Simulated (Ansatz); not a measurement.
# BeAl2: the cost of one run

Method: DFT PBE, scalar-relativistic, plane waves, PAW, in Ansatz 0.2.0.

## 1. The system as given

Symmetry: Fd-3m, No. 227, cubic system. The conventional cell has a = 6.723 Å, b = 6.723 Å, c = 6.723 Å, α = 90.00°, β = 90.00°, γ = 90.00°. Be (site symmetry -43m) is surrounded by 12 Al at 2.79 Å and 4 Be at 2.91 Å. Around Al (site symmetry -3m) lie 6 Al at 2.38 Å.

Structure file:

```cif
data_structure
_symmetry_space_group_name_H-M 'Fd-3m:1'
_symmetry_Int_Tables_number 227
_cell_length_a 6.7228
_cell_length_b 6.7228
_cell_length_c 6.7228
_cell_angle_alpha 90.000
_cell_angle_beta 90.000
_cell_angle_gamma 90.000
_cell_volume 303.85
loop_
_atom_site_label
_atom_site_type_symbol
_atom_site_symmetry_multiplicity
_atom_site_Wyckoff_symbol
_atom_site_fract_x
_atom_site_fract_y
_atom_site_fract_z
_atom_site_occupancy
Be1 Be 8 b 0.00000 0.00000 0.50000 1
Al1 Al 16 c 0.12500 0.12500 0.12500 1
```

This is candidate A: cubic Laves (C15) type (Fd-3m, No. 227).

(A quick probe on a coarse mesh, which set the mesh and smearing, is not shown.)

## 3. Coarse relaxation (candidate A)

File input.yaml:

```yaml
crystal:
  lattice:
    - [0.0, 3.361405558, 3.361405558]
    - [3.361405558, 0.0, 3.361405558]
    - [3.361405558, 3.361405558, 0.0]
  atoms:
    - { symbol: Be, position: [0.0, 0.0, 0.0] }
    - { symbol: Be, position: [0.25, 0.25, 0.25] }
    - { symbol: Al, position: [0.625, 0.625, 0.625] }
    - { symbol: Al, position: [0.125, 0.625, 0.625] }
    - { symbol: Al, position: [0.625, 0.625, 0.125] }
    - { symbol: Al, position: [0.625, 0.125, 0.625] }
basis:
  ecutwfc: 420
kpoints:
  mp_grid: { grid: [4, 4, 4] }
hamiltonian:
  xc: pbe
scf:
  occupations: { method: gaussian, width: 0.1 }
  lower_state_search: "off"
output:
  forces: true
  stress: true
  eigenvalues: true
relax:
  adjacent_minimum: "off"
  f_tol: 0.04
  max_steps: 70
  cell: { stress_tol: 0.4 }
```

The run is started by

```bash
$ ansatz run input.yaml --threads 1 --pin off --max-ram 2560MiB --backend cpu --events-out ev --progress --plain --runs-dir out
```

What time and memory should one allow on 1 thread of AMD EPYC 9R45 (Zen 5), shared host?

About 2.5 s, with a peak of 0.36 GiB.
